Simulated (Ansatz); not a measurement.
Crystal: MgI2.

```
I Mg
1.0
     4.14000    0.00000    0.00000
    -2.07000    3.58535    0.00000
     0.00000    0.00000    6.88000
I Mg
2 1
Cartesian
  2.0700 1.1951 5.1600
  0.0000 2.3902 1.7200
  0.0000 0.0000 0.0000
```

Base run:

```yaml
Program: Ansatz 0.2.0
Functional: PBEsol
Potentials_or_basis: Ansatz PAW
Cutoff: "420 eV (not typed: the program's choice for these potentials)"
k_mesh: 8 × 8 × 4
Occupations: fermi-dirac, width 0.05 eV
Spin: spin-orbit coupling, no magnetisation
```

Its results: band gap on the k mesh 3.08 eV, indirect (least direct gap 3.16 eV); pressure -0.7 GPa; largest force 0.281 eV/Å.

**Question.** The run is repeated on the same cell with these changes: spin from spin-orbit coupling, no magnetisation to no spin polarisation; potential files from those of the base run to others of the same set. What comes out?

**Answer.** Band gap on the k mesh 3.44 eV, indirect (least direct gap 3.52 eV); pressure -0.8 GPa; largest force 0.295 eV/Å.

Spin-orbit coupling splits the band edges, which narrows the gap.

Caveats: the cell's inner coordinates are idealised or old, which leaves forces on the atoms; this functional lacks dispersion, which binds the layers, so the pressure and a relaxed spacing across them are unreliable; the PAW data sets come from PBE, with cores solved anew for the run's functional, which leaves a small shift of forces and pressure; spin-orbit coupling is left out, which moves the levels of the heavy elements (some runs).
